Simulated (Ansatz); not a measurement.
I need a formation energy from the elements of Lu3Al and its elements. Use Ansatz's Python interface. Use (first run): PBEsol, PAW, cutoff 530 eV, 5×5×5 k-points, cold smearing of 0.1 eV.

`lu3al_formation.py`:
```python
'''Formation energy of Lu3Al from the elements, after relaxing cells and atoms.'''

from collections import Counter
import warnings

import ansatz as az
import numpy as np

CUTOFF = 530
MAX_ITERATIONS = 60
K_SPACING = 0.3
FILLING = 'cold'
WIDTH_EV = 0.1

PHASES = {
    'Lu3Al': (
        [[4.62654991, 0.0, 0.0], [0.0, 4.62654991, 0.0], [0.0, 0.0, 4.62654991]],
        [
            ('Lu', [0.0, 0.5, 0.5]),
            ('Lu', [0.5, 0.0, 0.5]),
            ('Lu', [0.5, 0.5, 0.0]),
            ('Al', [0.0, 0.0, 0.0]),
        ],
    ),
    'Lu': (
        [[3.5031, 0.0, 0.0], [-1.75155, 3.03377359, 0.0], [0.0, 0.0, 5.5509]],
        [
            ('Lu', [1 / 3, 2 / 3, 0.25]),
            ('Lu', [2 / 3, 1 / 3, 0.75]),
        ],
    ),
    'Al': (
        [[0.0, 2.024805, 2.024805], [2.024805, 0.0, 2.024805], [2.024805, 2.024805, 0.0]],
        [
            ('Al', [0.0, 0.0, 0.0]),
        ],
    ),
}


def build(vectors, sites):
    crystal = az.Crystal(lattice=az.Lattice.of(vectors))
    for symbol, position in sites:
        crystal = crystal.atom(symbol, position)
    return crystal


def solve(name, crystal):
    calc = crystal.calculation()
    calc = calc.functional(az.Functional.PBESOL).basis(CUTOFF)
    calc = calc.scf(max_iterations=MAX_ITERATIONS)
    calc = calc.kpoints(spacing=K_SPACING).occupations(FILLING, width=WIDTH_EV)
    calc = calc.stress()
    calc = calc.relax(force_tolerance=0.01, max_steps=40, cell=True)
    return calc.run()


def counts(outcome):
    return Counter(site.symbol for site in outcome.lattice.sites)

def formation_energy(outcome, mu):
    n = counts(outcome)
    return (outcome.report['energy_sigma0_ev'] - sum(k * mu[element] for element, k in n.items())) / sum(n.values())


def volume_per_atom(outcome):
    return abs(np.linalg.det(outcome.lattice.cell_ang)) / len(outcome.lattice.sites)

warnings.simplefilter('ignore', az.DeckWarning)

phases = {name: build(*cell) for name, cell in PHASES.items()}

done = {}
for name, crystal in phases.items():
    done[name] = solve(name, crystal)
    print(f'{name}: {done[name].report["energy_sigma0_ev"]:.4f} eV, {len(done[name].lattice.sites)} atoms')

# energy of one atom in its reference phase
references = {'Lu': 'Lu', 'Al': 'Al'}
mu = {element: done[name].report['energy_sigma0_ev'] / len(done[name].lattice.sites) for element, name in references.items()}

target = done['Lu3Al']
heat = formation_energy(target, mu)
rows = [(name, len(o.lattice.sites), volume_per_atom(o), formation_energy(o, mu)) for name, o in done.items()]
print('| phase | atoms | V (A^3/atom) | E_form (eV/atom) |')
print('| --- | --- | --- | --- |')
for row in rows:
    print(f'| {row[0]} | {row[1]:d} | {row[2]:.3f} | {row[3]:.4f} |')
```

Output of `python lu3al_formation.py`:
```text
Lu3Al: -44359.7730 eV, 4 atoms
Lu: -29222.9846 eV, 2 atoms
Al: -524.5176 eV, 1 atoms
| phase | atoms | V (A^3/atom) | E_form (eV/atom) |
| --- | --- | --- | --- |
| Lu3Al | 4 | 23.869 | -0.1946 |
| Lu | 2 | 27.429 | 0.0000 |
| Al | 1 | 16.286 | 0.0000 |
```

These settings explore the input space; cutoff and mesh may be short of convergence. For the metals among these phases the mesh is modest: differences between phases can be off by up to 40 meV an atom. The cells come from databases of deposited and of computed structures, and not all need be stable phases. The compound is the structure given, not necessarily its lowest; energies are at zero temperature, with no correction for gases. A semilocal functional's error on such energies is often 0.05 to 0.1 eV an atom, and 0.1 to 0.3 eV against gases such as O2 or F2. It ran for 26 s on 1 thread of Arm Neoverse V2, with other jobs on the host, peak memory 0.47 GiB.

(Lines on the test bed's own set-up are left out of the output.)
